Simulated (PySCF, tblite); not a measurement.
**C2H9F3SSi3: geometry, infrared bands and NMR shifts**

Aim: predict the infrared bands and NMR shifts of C2H9F3SSi3 (`FC(F)(F)CS[SiH2][SiH2][SiH3]`).

The runs use tblite 0.8.0 and PySCF 2.14.0, with density-fitted response routines of our own; the level of theory stands in each step. All values are computed, except where a source is named. Atoms are numbered from 0 throughout.

## 1. Starting geometry

18 atoms, charge 0, multiplicity 1; geometry from: force field or distance geometry start.

Bonds of the start (Å): F0–C1 1.37, C1–F2 1.40, C1–F3 1.38, C1–C4 1.50, C4–S5 1.81, S5–Si6 2.11, Si6–Si7 2.24, Si7–Si8 2.21, C4–H9 1.12, C4–H10 1.10, Si6–H11 1.47, Si6–H12 1.47, Si7–H13 1.49, Si7–H14 1.47, Si8–H15 1.49, Si8–H16 1.48, Si8–H17 1.47.

## 2. Optimising the geometry with GFN2-xTB

What the job is given:

```
{"job": {"kind": "relax", "xc": "GFN2-xTB", "basis": "xTB"}, "charge": 0, "multiplicity": 1}
F      3.086000    -0.449400    -0.989600
C      3.088300     0.247300     0.187000
F      4.403800     0.662700     0.405500
F      2.818300    -0.632400     1.212300
C      2.179300     1.441700     0.230000
S      0.434600     1.061500    -0.052800
Si    -0.014500    -0.994400    -0.249100
Si    -2.188500    -1.335400     0.165600
Si    -3.358000     0.537500     0.236700
H      2.497000     2.251100    -0.478200
H      2.268100     1.886100     1.233100
H      0.703700    -1.880400     0.677400
H      0.169000    -1.384400    -1.658600
H     -2.785200    -2.236700    -0.865500
H     -2.360600    -2.021200     1.451500
H     -4.803100     0.214100     0.380500
H     -3.166700     1.227100    -1.054200
H     -2.980400     1.411600     1.362700
```

Started as:

```
$ OMP_NUM_THREADS=1 python probes_run.py task.json out
```

One launch serves the whole session: the jobs run in the order shown.

**Question.** This job is followed by: GFN2-xTB harmonic vibrations, gas phase; GIAO PBE0/pcSseg-1 NMR shielding, non-relativistic, gas phase. Predict these results of the whole session: strongest single infrared mode (GFN2-xTB); zero-point energy (GFN2-xTB); 13C shifts against TMS (PBE0/pcSseg-1); 1H shifts against TMS (PBE0/pcSseg-1, means over atoms taken as alike); 19F shifts against CFCl3 (PBE0/pcSseg-1, means over atoms taken as alike); 33S shifts against CS2 (PBE0/pcSseg-1); 29Si shifts against TMS (PBE0/pcSseg-1).

As calculated:

| quantity | value |
| --- | --- |
| strongest single infrared mode (GFN2-xTB) | 613 cm⁻¹, 670 km/mol |
| zero-point energy (GFN2-xTB) | 61.9 kcal/mol |
| 13C shifts against TMS (PBE0/pcSseg-1) | 135.5, 42.2 ppm |
| 1H shifts against TMS (PBE0/pcSseg-1, means over atoms taken as alike) | 4.94, 3.62, 3.48, 3.08 ppm |
| 19F shifts against CFCl3 (PBE0/pcSseg-1, means over atoms taken as alike) | -80.5 ppm |
| 33S shifts against CS2 (PBE0/pcSseg-1) | -191 ppm |
| 29Si shifts against TMS (PBE0/pcSseg-1) | -36.3, -115.3, -129.1 ppm |

In words: The optimisation took 122 steps and gained 0.685 eV; among the close pairs (by a distance rule), Si7–Si8 changed most, from 2.209 to 2.324 Å. No mode is imaginary among the 48: a minimum at this level. The strongest single mode, at 613 cm⁻¹, moves mainly H13, H11 and H14. GFN2-xTB is a fitted tight-binding method: band positions and strengths are rough. Its intensities can rank the bands wrongly. At PBE0/pcSseg-1: The widest tensor belongs to S5: span 334 ppm, with a paramagnetic part of -367 ppm.
